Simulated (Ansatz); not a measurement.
# NbAl3N4: from a guess to a relaxed structure

Aim: relax a trial structure of NbAl3N4 and see where it ends.

Program: Ansatz 0.2.0. Level of theory: DFT PBE, scalar-relativistic, plane waves, PAW. These are calculated values, not measurements.

1 further run of the same task is left out (it didn't finish).

## Step 1: Starting point

The structure is cubic, space group Pm-3m (No. 221). Conventional cell: a = 4.871 Å, b = 4.871 Å, c = 4.871 Å, α = 90.00°, β = 90.00°, γ = 90.00°. Al (site symmetry 4/mmm) has 6 N at 2.44 Å as nearest neighbours. Nb (site symmetry m-3m) is surrounded by 6 N at 2.44 Å. Around N (site symmetry 4/mmm) lie 4 Al at 2.44 Å and 2 Nb at 2.44 Å. Around N (site symmetry m-3m) lie 6 Al at 2.44 Å.

As a file:

```
CELL_PARAMETERS angstrom
4.87073 0.00000 0.00000
0.00000 4.87073 0.00000
0.00000 0.00000 4.87073
ATOMIC_POSITIONS crystal
Al 0.00000 0.50000 0.50000
Al 0.50000 0.00000 0.50000
Al 0.50000 0.50000 0.00000
Nb 0.00000 0.00000 0.00000
N 0.50000 0.00000 0.00000
N 0.00000 0.50000 0.00000
N 0.00000 0.00000 0.50000
N 0.50000 0.50000 0.50000
```

The cell is invented: random cell by space group and Wyckoff sites (Pm-3m, No. 221). The dimensions are guesses.

## Step 2: The guess as it stands, on a coarse mesh

Contents of input.yaml:

```yaml
crystal:
  lattice:
    - [4.87073115, 0.0, 0.0]
    - [0.0, 4.87073115, 0.0]
    - [0.0, 0.0, 4.87073115]
  atoms:
    - { symbol: Al, position: [0.0, 0.5, 0.5] }
    - { symbol: Al, position: [0.5, 0.0, 0.5] }
    - { symbol: Al, position: [0.5, 0.5, 0.0] }
    - { symbol: Nb, position: [0.0, 0.0, 0.0] }
    - { symbol: "N", position: [0.5, 0.0, 0.0] }
    - { symbol: "N", position: [0.0, 0.5, 0.0] }
    - { symbol: "N", position: [0.0, 0.0, 0.5] }
    - { symbol: "N", position: [0.5, 0.5, 0.5] }
basis:
  ecutwfc: 420
kpoints:
  mp_grid: { grid: [4, 4, 4] }
hamiltonian:
  xc: pbe
scf:
  occupations: { method: gaussian, width: 0.1 }
  lower_state_search: "off"
output:
  forces: true
  stress: true
  eigenvalues: true
```

Command:

```
$ ansatz run input.yaml --threads 1 --pin off --max-ram 2048MiB --backend cpu --events-out ev --progress --plain --runs-dir out
```

Standard output (excerpt; [...] marks lines left out):

```text
Warning: RAYON_NUM_THREADS=1 ignored (pool sized by the plan → 1); use --threads N
[...]
Pseudopotentials: kind: paw
Pseudopotential: Al, paw, valence charge 3, recommended cutoff 420 eV (normal), Al.paw.azcp
Pseudopotential: Nb, paw, valence charge 13, recommended cutoff 420 eV (normal), Nb.paw.azcp
Pseudopotential: N, paw, valence charge 5, recommended cutoff 420 eV (normal), N.paw.azcp
Functional definition: PBE
[...]
Crystal: 8 atoms, lattice volume = 115.553 Å³
Basis set: ecut = 420 eV, 2301 PW (Γ), exchange–correlation on 72×72×72 points (8 copies of the dense FFT grid, shifted against one another)
Bands: 29, of which v1, the nominal top of the filled ones, is band 21 counted from 1 (20 counted from 0)
Symmetry: 48 space group operations
Space group: Pm-3m (ITA 221), of the structure as read, at distance tolerance 4.9e-5 Å
k-points: 10 of 64
[...]
SCF iter   1: F=—  HF=-7699.961763 eV  |F-HF|=—  |Δ(HF+E_count)|=         —  Δρ=8.15e-3  dr2=1.95e-1  ethr=1.77e-3  ⟨swp⟩=6.3  Hψ=1251  notcnv=0
[...]
SCF iter   7: F=-7699.935184 eV  HF=-7699.935184 eV  |F-HF|=1.91e-8  |Δ(HF+E_count)|=   1.52e-8  Δρ=4.02e-6  dr2=3.27e-8  ethr=2.38e-10  ⟨swp⟩=9.1  Hψ=1086  notcnv=0
[...]
SCF converged after 7 iterations
Free energy (F): -7699.935184 eV
[...]
E sigma→0 (E₀):  -7699.904215 eV
Entropy (-TS):   -0.061939 eV (-7.742 meV/atom)
Fermi energy:    8.335956 eV
[...]
--- Forces (eV/Å), atoms counted from 1 ---
  atom   1  Al     0.00000000     0.00000000     0.00000000
  atom   2  Al     0.00000000     0.00000000     0.00000000
  atom   3  Al     0.00000000    -0.00000000     0.00000000
  atom   4  Nb    -0.00000000     0.00000000     0.00000000
  atom   5  N      0.00000000    -0.00000000     0.00000000
  atom   6  N      0.00000000    -0.00000000     0.00000000
  atom   7  N      0.00000000     0.00000000    -0.00000000
  atom   8  N      0.00000000    -0.00000000    -0.00000000
[...]
--- Stress (GPa, compression-positive) ---
      -40.435770       0.000000       0.000000
        0.000000     -40.435770       0.000000
       -0.000000       0.000000     -40.435770
  P = ⅓ Tr σ = -40.4358 GPa (-404.358 kbar)
--- Band table (eV; the first three rows and the last of 10) ---
  k-point 0: bands = ["-48.2111", "-24.1709", "-24.1709", "-24.1709", "-6.8978", "-5.5753", "-5.5753", "-5.0957", "2.6781", "2.6781", "2.6781", "4.8751", "4.8751", "4.8751", "5.5850", "5.5850", "5.5850", "6.4763", "6.6178", "6.6178", "6.6178", "7.1741", "7.1741", "7.5020", "7.5020", [...]
[...]
```

Run time: 2.4 s. Hardware: 1 thread of Arm Neoverse V2, shared host; peak memory 0.41 GiB.

The probe gives pressure -40.4 GPa, largest force 0.00 eV/Å, gap on this mesh none (metal). A cheap, loose relaxation comes first.

## Step 3: Coarse relaxation

Changes to input.yaml since step 2:

```diff
@@ -27 +27,6 @@
   eigenvalues: true
+relax:
+  adjacent_minimum: "off"
+  f_tol: 0.04
+  max_steps: 70
+  cell: { stress_tol: 0.4 }
```

Command:

```
$ ansatz run input.yaml --threads 1 --pin off --max-ram 2048MiB --backend cpu --events-out ev --progress --plain --runs-dir out
```

Standard output:

```text
Warning: RAYON_NUM_THREADS=1 ignored (pool sized by the plan → 1); use --threads N
Engine: ansatz 0.2.0, aarch64-unknown-linux-gnu
[... 5 set-up lines as earlier in the session ...]
  parameter kappa = 0.804
  parameter beta = 0.06672455060314922
  exchange = pbe_x(kappa = kappa, mu = beta*pi^2/3)
  correlation = pbe_c(beta = beta)
Crystal: 8 atoms, lattice volume = 115.553 Å³
Basis set: ecut = 420 eV, 2301 PW (Γ), exchange–correlation on 72×72×72 points (8 copies of the dense FFT grid, shifted against one another)
Bands: 29, of which v1, the nominal top of the filled ones, is band 21 counted from 1 (20 counted from 0)
[... 2 set-up lines as earlier in the session ...]
k-points: 10 of 64
Non-local potential: Al, projectors of the file, l = 0: 2, l = 1: 2, l = 2: 1
Non-local potential: Nb, projectors of the file, l = 0: 3, l = 1: 2, l = 2: 2, l = 3: 1
Non-local potential: N, projectors of the file, l = 0: 2, l = 1: 2, l = 2: 1
PAW form: soft (Blöchl's): semilocal exchange-correlation on the pseudo side does not see the compensation charge
PAW one-centre angular grid: Al, 110 points (default); XC on 64 Gauss nodes
PAW one-centre angular grid: Nb, 590 points (default); XC on 64 Gauss nodes
PAW one-centre angular grid: N, 110 points (default); XC on 64 Gauss nodes
Initial density: superposition of atomic densities (neutral atoms: chi_scale 0, normalization atom), corrected by the library's trained network
Initial wavefunctions: pseudopotential atomic-orbital guess
Functional: x = pbe(κ = 0.804, μ = 0.2195149727645171), c = pbe(β = 0.06672455060314922)
SCF iter   1: F=—  HF=-7699.961763 eV  |F-HF|=—  |Δ(HF+E_count)|=         —  Δρ=8.15e-3  dr2=1.95e-1  ethr=1.77e-3  ⟨swp⟩=6.3  Hψ=1251  notcnv=0
preconditioner: auto → Kerker (q_TF=auto, 2.305 Å⁻¹)  [metal: Δε(μ)=0.044 eV  Ē_g=8.069 eV  σ=0.100 eV  W_gap=0.24  n_scr=26 (ndim 8)  ℏωp=20.1 eV  f_vac=0.000  D(μ)=12.11/eV (n_scr^D=170)]
SCF iter   2: F=—  HF=-7699.942304 eV  |F-HF|=—  |Δ(HF+E_count)|=   1.95e-2  Δρ=3.58e-3  dr2=4.95e-2  ethr=4.65e-4  ⟨swp⟩=1.0  Hψ=370  notcnv=0  defer=2
SCF iter   3: F=—  HF=-7699.935625 eV  |F-HF|=—  |Δ(HF+E_count)|=   6.68e-3  Δρ=8.80e-4  dr2=2.50e-3  ethr=1.18e-4  ⟨swp⟩=1.5  Hψ=285  notcnv=0  defer=2
SCF iter   4: F=—  HF=-7699.935196 eV  |F-HF|=—  |Δ(HF+E_count)|=   4.28e-4  Δρ=2.27e-4  dr2=6.33e-5  ethr=5.96e-6  ⟨swp⟩=1.9  Hψ=358  notcnv=0  defer=2
SCF iter   5: F=—  HF=-7699.935185 eV  |F-HF|=—  |Δ(HF+E_count)|=   1.19e-5  Δρ=5.34e-5  dr2=6.60e-6  ethr=1.51e-7  ⟨swp⟩=2.7  Hψ=480  notcnv=0  defer=2
SCF iter   6: F=—  HF=-7699.935184 eV  |F-HF|=—  |Δ(HF+E_count)|=   3.61e-7  Δρ=1.82e-5  dr2=5.81e-7  ethr=1.57e-8  ⟨swp⟩=2.4  Hψ=412  notcnv=0  defer=2
SCF iter   7: F=-7699.935184 eV  HF=-7699.935184 eV  |F-HF|=1.91e-8  |Δ(HF+E_count)|=   1.52e-8  Δρ=4.02e-6  dr2=3.27e-8  ethr=2.38e-10  ⟨swp⟩=9.1  Hψ=1086  notcnv=0
SCF 1 converged in 7 iterations: F = -7699.935184 eV  dr2 = 3.27e-8
relax step   1: F+E_penalty+E_count = -7699.93518424 eV  Δ(F+E_penalty+E_count) = +0.000e0 eV  max|allowed force component| = 1.059e-29 eV/Å  Δτ_max = 0.0000 Å  P = -40.436 GPa  Ω = 115.553 Å³  (7 SCF iters, dr2 threshold 1.00e-7 eV, accepted)
Crystal: 8 atoms, lattice volume = 99.464 Å³
Basis set: ecut = 420 eV, 1935 PW (Γ), exchange–correlation on 72×72×72 points (8 copies of the dense FFT grid, shifted against one another)
Initial density: handed on by an earlier stage of this run
Initial wavefunctions: those handed on with the density
iter 1 solved again at ethr=1.35e-3 eV; its pass at ethr=3.10e-3 eV (dr2=5.67e-1 eV) is discarded
SCF iter   1: F=—  HF=-7704.057333 eV  |F-HF|=—  |Δ(HF+E_count)|=         —  Δρ=1.91e-2  dr2=5.69e-1  ethr=1.35e-3  ⟨swp⟩=1.1  Hψ=1491  notcnv=0
preconditioner: auto → Resta (q_TF=auto, 2.363 Å⁻¹)  ε∞=6.4  [insulator: Δε(μ)=0.159 eV  Ē_g=9.364 eV  σ=0.100 eV  W_gap=0.60  n_scr=26 (ndim 8)  ℏωp=21.7 eV  f_vac=0.000  D(μ)=6.72/eV (n_scr^D=80)  ε∞_Penn≈6.4]
SCF iter   2: F=—  HF=-7703.918245 eV  |F-HF|=—  |Δ(HF+E_count)|=   1.39e-1  Δρ=6.21e-3  dr2=5.82e-2  ethr=1.35e-3  ⟨swp⟩=2.2  Hψ=498  notcnv=0
preconditioner: auto → Kerker (q_TF=auto, 2.363 Å⁻¹)  [metal: Δε(μ)=0.093 eV  Ē_g=9.304 eV  σ=0.100 eV  W_gap=0.43  n_scr=26 (ndim 8)  ℏωp=21.7 eV  f_vac=0.000  D(μ)=7.75/eV (n_scr^D=80)]
SCF iter   3: F=—  HF=-7703.907882 eV  |F-HF|=—  |Δ(HF+E_count)|=   1.04e-2  Δρ=2.88e-3  dr2=1.19e-2  ethr=1.39e-4  ⟨swp⟩=1.7  Hψ=345  notcnv=0
SCF iter   4: F=—  HF=-7703.905512 eV  |F-HF|=—  |Δ(HF+E_count)|=   2.37e-3  Δρ=1.41e-3  dr2=2.35e-3  ethr=2.83e-5  ⟨swp⟩=1.7  Hψ=407  notcnv=0
SCF iter   5: F=—  HF=-7703.905159 eV  |F-HF|=—  |Δ(HF+E_count)|=   3.53e-4  Δρ=4.99e-4  dr2=6.33e-4  ethr=5.59e-6  ⟨swp⟩=2.3  Hψ=474  notcnv=0  defer=1
SCF iter   6: F=—  HF=-7703.904847 eV  |F-HF|=—  |Δ(HF+E_count)|=   3.12e-4  Δρ=9.02e-5  dr2=1.27e-5  ethr=1.51e-6  ⟨swp⟩=1.2  Hψ=279  notcnv=0  defer=1
SCF iter   7: F=—  HF=-7703.904847 eV  |F-HF|=—  |Δ(HF+E_count)|=   2.52e-7  Δρ=3.39e-5  dr2=1.73e-6  ethr=3.02e-8  ⟨swp⟩=2.2  Hψ=396  notcnv=0  defer=1
SCF iter   8: F=-7703.904847 eV  HF=-7703.904847 eV  |F-HF|=2.59e-7  |Δ(HF+E_count)|=   2.42e-7  Δρ=9.62e-6  dr2=2.98e-7  ethr=1.90e-9  ⟨swp⟩=7.6  Hψ=1194  notcnv=0
SCF 2 converged in 8 iterations: F = -7703.904847 eV  dr2 = 2.98e-7
relax step   2: F+E_penalty+E_count = -7703.90484662 eV  Δ(F+E_penalty+E_count) = -3.970e0 eV  max|allowed force component| = 5.058e-30 eV/Å  Δτ_max = 0.0000 Å  P = -36.977 GPa  Ω = 99.464 Å³  energy of the carried Pulay correction = +3.582e-2 eV  (8 SCF iters, dr2 threshold 8.00e-7 eV, accepted)
Crystal: 8 atoms, lattice volume = 84.942 Å³
Basis set: ecut = 420 eV, 1647 PW (Γ), exchange–correlation on 72×72×72 points (8 copies of the dense FFT grid, shifted against one another)
iter 1 solved again at ethr=1.36e-3 eV; its pass at ethr=3.10e-3 eV (dr2=5.72e-1 eV) is discarded
SCF iter   1: F=—  HF=-7706.925766 eV  |F-HF|=—  |Δ(HF+E_count)|=         —  Δρ=2.36e-2  dr2=5.76e-1  ethr=1.36e-3  ⟨swp⟩=1.0  Hψ=1511  notcnv=0
preconditioner: auto → Kerker (q_TF=auto, 2.426 Å⁻¹)  [metal: Δε(μ)=0.047 eV  Ē_g=10.814 eV  σ=0.100 eV  W_gap=0.25  n_scr=18 (ndim 8)  ℏωp=23.5 eV  f_vac=0.000  D(μ)=5.18/eV (n_scr^D=56)]
SCF iter   2: F=—  HF=-7706.779847 eV  |F-HF|=—  |Δ(HF+E_count)|=   1.46e-1  Δρ=6.47e-3  dr2=5.42e-2  ethr=1.36e-3  ⟨swp⟩=2.0  Hψ=515  notcnv=0  defer=1
preconditioner: auto → Resta (q_TF=auto, 2.426 Å⁻¹)  ε∞=5.8  [insulator: Δε(μ)=0.229 eV  Ē_g=10.698 eV  σ=0.100 eV  W_gap=0.62  n_scr=18 (ndim 8)  ℏωp=23.5 eV  f_vac=0.000  D(μ)=5.79/eV (n_scr^D=80)  ε∞_Penn≈5.8]
SCF iter   3: F=—  HF=-7706.765836 eV  |F-HF|=—  |Δ(HF+E_count)|=   1.40e-2  Δρ=3.05e-3  dr2=8.53e-3  ethr=1.29e-4  ⟨swp⟩=2.1  Hψ=384  notcnv=0  defer=1
SCF iter   4: F=—  HF=-7706.763653 eV  |F-HF|=—  |Δ(HF+E_count)|=   2.18e-3  Δρ=1.00e-3  dr2=6.47e-4  ethr=2.03e-5  ⟨swp⟩=2.2  Hψ=426  notcnv=0  defer=2
SCF iter   5: F=—  HF=-7706.763584 eV  |F-HF|=—  |Δ(HF+E_count)|=   6.96e-5  Δρ=2.88e-4  dr2=7.65e-5  ethr=1.54e-6  ⟨swp⟩=2.3  Hψ=433  notcnv=0  defer=2
SCF iter   6: F=—  HF=-7706.763571 eV  |F-HF|=—  |Δ(HF+E_count)|=   1.31e-5  Δρ=1.04e-4  dr2=5.92e-6  ethr=1.82e-7  ⟨swp⟩=2.0  Hψ=417  notcnv=0  defer=2
SCF iter   7: F=-7706.763570 eV  HF=-7706.763570 eV  |F-HF|=1.03e-8  |Δ(HF+E_count)|=   1.01e-7  Δρ=2.07e-5  dr2=2.39e-7  ethr=1.90e-9  ⟨swp⟩=8.5  Hψ=1330  notcnv=0
SCF 3 converged in 7 iterations: F = -7706.763570 eV  dr2 = 2.39e-7
relax step   3: F+E_penalty+E_count = -7706.76357045 eV  Δ(F+E_penalty+E_count) = -2.859e0 eV  max|allowed force component| = 4.556e-30 eV/Å  Δτ_max = 0.0000 Å  P = -22.435 GPa  Ω = 84.942 Å³  energy of the carried Pulay correction = +7.312e-2 eV  (7 SCF iters, dr2 threshold 8.00e-7 eV, accepted)
[... 12 lines left out ...]
relax step   4: F+E_penalty+E_count = -7707.46831463 eV  Δ(F+E_penalty+E_count) = -7.047e-1 eV  max|allowed force component| = 2.564e-30 eV/Å  Δτ_max = 0.0000 Å  P = +11.757 GPa  Ω = 71.908 Å³  energy of the carried Pulay correction = +1.115e-1 eV  (7 SCF iters, dr2 threshold 8.00e-7 eV, accepted)
[... 12 lines left out ...]
relax step   5: F+E_penalty+E_count = -7707.56822553 eV  Δ(F+E_penalty+E_count) = -9.991e-2 eV  max|allowed force component| = 9.631e-30 eV/Å  Δτ_max = 0.0000 Å  P = -0.917 GPa  Ω = 75.341 Å³  energy of the carried Pulay correction = +1.009e-1 eV  (7 SCF iters, dr2 threshold 8.00e-7 eV, accepted)
[... 8 lines left out ...]
relax step   6: F+E_penalty+E_count = -7707.56988730 eV  Δ(F+E_penalty+E_count) = -1.662e-3 eV  max|allowed force component| = 5.793e-30 eV/Å  Δτ_max = 0.0000 Å  P = +0.012 GPa  Ω = 75.058 Å³  energy of the carried Pulay correction = +1.018e-1 eV  (4 SCF iters, dr2 threshold 8.00e-7 eV, accepted)
[... 10 lines left out ...]
relax step   7: F+E_penalty+E_count = -7707.55045445 eV  Δ(F+E_penalty+E_count) = +1.943e-2 eV  max|allowed force component| = 5.037e-30 eV/Å  Δτ_max = 0.0000 Å  P = -0.488 GPa  Ω = 75.058 Å³  stress off target by 4.88e-1 GPa  SCF on the basis re-selected at this cell (its energy is not comparable with the rows above)  (5 SCF iters)
[... 9 lines left out ...]
relax step   8: F+E_penalty+E_count = -7707.55112155 eV  Δ(F+E_penalty+E_count) = -6.671e-4 eV  max|allowed force component| = 2.547e-30 eV/Å  Δτ_max = 0.0000 Å  P = +0.013 GPa  Ω = 74.910 Å³  energy of the carried Pulay correction = +4.475e-4 eV  (4 SCF iters, dr2 threshold 5.96e-7 eV, accepted)
iter 1 solved again at ethr=2.06e-8 eV; its pass at ethr=3.10e-3 eV (dr2=8.67e-6 eV) is discarded
SCF iter   1: F=—  HF=-7707.548330 eV  |F-HF|=—  |Δ(HF+E_count)|=         —  Δρ=4.22e-5  dr2=4.89e-7  ethr=2.06e-8  ⟨swp⟩=3.0  Hψ=2236  notcnv=0
preconditioner: auto → Resta (q_TF=auto, 2.477 Å⁻¹)  ε∞=5.4  [insulator: Δε(μ)=0.119 eV  Ē_g=11.923 eV  σ=0.100 eV  W_gap=0.51  n_scr=18 (ndim 8)  ℏωp=25.0 eV  f_vac=0.000  D(μ)=3.13/eV (n_scr^D=26)  ε∞_Penn≈5.4]
SCF iter   2: F=—  HF=-7707.549882 eV  |F-HF|=—  |Δ(HF+E_count)|=   1.55e-3  Δρ=2.26e-5  dr2=3.11e-7  ethr=1.16e-9  ⟨swp⟩=2.4  Hψ=512  notcnv=0
SCF iter   3: F=—  HF=-7707.549882 eV  |F-HF|=—  |Δ(HF+E_count)|=   3.00e-8  Δρ=1.41e-5  dr2=8.73e-8  ethr=7.40e-10  ⟨swp⟩=2.0  Hψ=398  notcnv=0
SCF iter   4: F=—  HF=-7707.549882 eV  |F-HF|=—  |Δ(HF+E_count)|=   2.12e-8  Δρ=5.37e-6  dr2=1.86e-8  ethr=2.08e-10  ⟨swp⟩=2.0  Hψ=442  notcnv=0
SCF iter   5: F=-7707.549882 eV  HF=-7707.549882 eV  |F-HF|=2.22e-9  |Δ(HF+E_count)|=   4.12e-9  Δρ=2.28e-6  dr2=3.33e-9  ethr=1.22e-11  ⟨swp⟩=4.0  Hψ=1155  notcnv=0
SCF 9 converged in 5 iterations: F = -7707.549882 eV  dr2 = 3.33e-9
relax step   9: F+E_penalty+E_count = -7707.54988244 eV  Δ(F+E_penalty+E_count) = +1.239e-3 eV  max|allowed force component| = 4.425e-30 eV/Å  Δτ_max = 0.0000 Å  P = +0.005 GPa  Ω = 74.910 Å³  stress off target by 4.60e-3 GPa  SCF on the basis re-selected at this cell (its energy is not comparable with the rows above)  (5 SCF iters)
basis re-selected at this cell: Δ(F+E_penalty+E_count) = +1.239e-3 eV, ΔP = -0.009 GPa vs the last step (what re-selecting the basis moved, of the pressure what is left beyond the Pulay correction that the steps carried, after the strain that the cell walked since its last selection, with what the two solves' SCF thresholds leave and, on support functions, any second-order correction that the steps lacked; it is no measure of the basis error at this ecutwfc). This SCF's stress stands 4.60e-3 GPa from its target on what of the cell is left free (relax.cell.stress_tol is 4.00e-1 GPa) and its largest allowed force component is 4.43e-30 eV/Å (relax.f_tol is 4.00e-2 eV/Å): within both
SCF converged after 5 iterations
Free energy (F): -7707.549882 eV
Harris-Foulkes:  -7707.549882 eV  (|F-HF|=2.22e-9)
Internal energy: -7707.534254 eV  (E = F + TS)
E sigma→0 (E₀):  -7707.542068 eV
Entropy (-TS):   -0.015629 eV (-1.954 meV/atom)
Fermi energy:    15.216833 eV
--- Per-component energies (eV) ---
  E_band       = 47.172294
  E_kinetic    = 1011.865938
  E_local      = -1697.645983  (includes V_loc(G=0)·N_el)
  E_nonlocal   = 324.582428
  E_hartree    = 610.147728
  E_xc         = -544.454893
  E_vxc        = -618.414697  (∫ρ·V_xc dr)
  E_paw        = -4983.146727  (= ΣΔE_a)
  E_vpaw       = -193.512768  (= ΣTr[D̂ρ^β])
  E_aug_tail   = 0.000402  (compensation charges beyond the density's cutoff)
  E_ewald      = -2428.883146
  E_smearing   = -0.015629  (= −TS)
  E_closure    = 0.000000  (closes the sum)
  Σ components = -7707.549882   (vs F -7707.549882, Δ=0.00e0)
--- Forces (eV/Å), atoms counted from 1 ---
  atom   1  Al     0.00000000     0.00000000     0.00000000
  atom   2  Al    -0.00000000     0.00000000    -0.00000000
  atom   3  Al     0.00000000    -0.00000000     0.00000000
  atom   4  Nb     0.00000000    -0.00000000    -0.00000000
  atom   5  N     -0.00000000    -0.00000000    -0.00000000
  atom   6  N      0.00000000     0.00000000    -0.00000000
  atom   7  N     -0.00000000    -0.00000000    -0.00000000
  atom   8  N     -0.00000000    -0.00000000     0.00000000
  max |Σ_I F_I| component: 6.67e-30 eV/Å
--- Stress (GPa, compression-positive) ---
        0.004604       0.000000      -0.000000
        0.000000       0.004604       0.000000
       -0.000000       0.000000       0.004604
  P = ⅓ Tr σ = 0.0046 GPa (0.046 kbar)
--- Band table (eV; the first three rows and the last of 10) ---
  k-point 0: bands = ["-40.4310", "-16.7490", "-16.7490", "-16.7490", "-3.9855", "-1.4127", "-1.4127", "-0.5363", "6.2471", "6.2471", "6.2471", "9.4158", "9.4158", "9.4158", "10.8713", "10.8713", "10.8713", "12.3429", "12.3429", "12.3429", "13.2656", "13.2656", "13.2656", "15.4929", "15.4929", "15.9029", "18.2500", "18.2500", "20.7497"]
  k-point 1: bands = ["-40.4305", "-16.7895", "-16.7469", "-16.7469", "-3.5780", "-1.5668", "-1.3557", "-0.5604", "6.4179", "6.4179", "6.7318", "8.7695", "8.7695", "8.8096", "9.7601", "10.3888", "10.5778", "10.5778", "11.9710", "11.9710", "13.4160", "14.9099", "14.9099", "16.5663", "16.9317", "17.2784", "18.2765", "19.9506", "19.9972"]
  k-point 2: bands = ["-40.4300", "-16.8294", "-16.7448", "-16.7448", "-2.5969", "-2.5564", "-1.2969", "-0.2462", "6.6436", "6.6436", "7.7283", "8.2148", "8.2148", "8.3179", "8.3923", "8.8430", "10.3266", "10.3266", "11.7816", "11.7816", "13.5845", "16.5520", "16.5520", "18.2663", "18.5318", "18.5690", "18.9273", "19.3424", "20.6484"]
  k-point 9: bands = ["-40.4280", "-16.8164", "-16.8164", "-16.8164", "-1.5651", "-0.8316", "-0.8316", "-0.8316", "4.1552", "4.1552", "4.1552", "7.4109", "8.3124", "8.3124", "10.8243", "10.8243", "10.8243", "11.1076", "11.1076", "11.1076", "17.2881", "17.7407", "17.7407", "17.7407", "17.7858", "17.7858", "17.7858", "21.7401", "21.7401"]
--- Relaxed structure (7 steps of the walk, 7 accepted, 2 SCFs on fresh bases) ---
  F+E_penalty+E_count = -7707.54988244 eV   max|allowed force component| = 4.425e-30 eV/Å   (the final SCF, on the basis selected at the relaxed cell)
  cell:  # Å, volume = 74.9100 Å³
    - [4.215475070810375, 2.1827206036388674e-33, 1.2277803395468627e-33]
    - [3.723464559148656e-33, 4.215475070810375, -2.5679065925163143e-34]
    - [-8.265449344661888e-34, -2.5679065925163143e-34, 4.215475070810375]
  atoms:
    - { symbol: Al, position: [-6.136667774371681e-48, 0.5, 0.5] }
    - { symbol: Al, position: [0.5, -1.817480002862693e-49, 0.5] }
    - { symbol: Al, position: [0.5, 0.5, 8.552847072295026e-50] }
    - { symbol: Nb, position: [-1.4779395668037046e-48, -2.6522430344868477e-48, 8.194516410000742e-49] }
    - { symbol: N, position: [0.5, 3.1645534167491596e-48, 2.7796752984958835e-49] }
    - { symbol: N, position: [-8.467318601572076e-48, 0.5, 2.6193094158903517e-49] }
    - { symbol: N, position: [-7.911383541872899e-48, -2.581890709949061e-48, 0.5] }
    - { symbol: N, position: [0.5, 0.5, 0.5] }
```

Run time: 21 s. Hardware: 1 thread of Arm Neoverse V2, shared host; peak memory 0.44 GiB.

Step by step:

| step | energy from step 1 (eV/cell) | largest force component (eV/Å) | pressure (GPa) | volume (Å³) |
| --- | --- | --- | --- | --- |
| 1 | 0.0000 | 0.0000 | -40.44 | 115.55 |
| 2 | -3.9697 | 0.0000 | -36.98 | 99.46 |
| 3 | -6.8284 | 0.0000 | -22.43 | 84.94 |
| 4 | -7.5331 | 0.0000 | 11.76 | 71.91 |
| 5 | -7.6330 | 0.0000 | -0.92 | 75.34 |
| 6 | -7.6347 | 0.0000 | 0.01 | 75.06 |
| 7 | -7.6153 | 0.0000 | -0.49 | 75.06 |
| 8 | -7.6159 | 0.0000 | 0.01 | 74.91 |
| 9 | -7.6147 | 0.0000 | 0.00 | 74.91 |

Step 1 is the start. Steps 7, 9 each repeat the geometry before them on a plane-wave basis chosen anew, so the energy can jump there without any move.

|  | before | after | change |
| --- | --- | --- | --- |
| a (Å) | 4.871 | 4.215 | -13.5 % |
| b (Å) | 4.871 | 4.215 | -13.5 % |
| c (Å) | 4.871 | 4.215 | -13.5 % |
| volume (Å³/atom) | 14.44 | 9.36 | -35.2 % |
| shortest distance (Å) | 2.435 | 2.108 | -13.5 % |
| space group (0.01 Å) | Pm-3m | Pm-3m | same |

Forces and stress were held to the start's 48 operations: a distortion of lower symmetry was not tested.

[end of part 1 of 2]
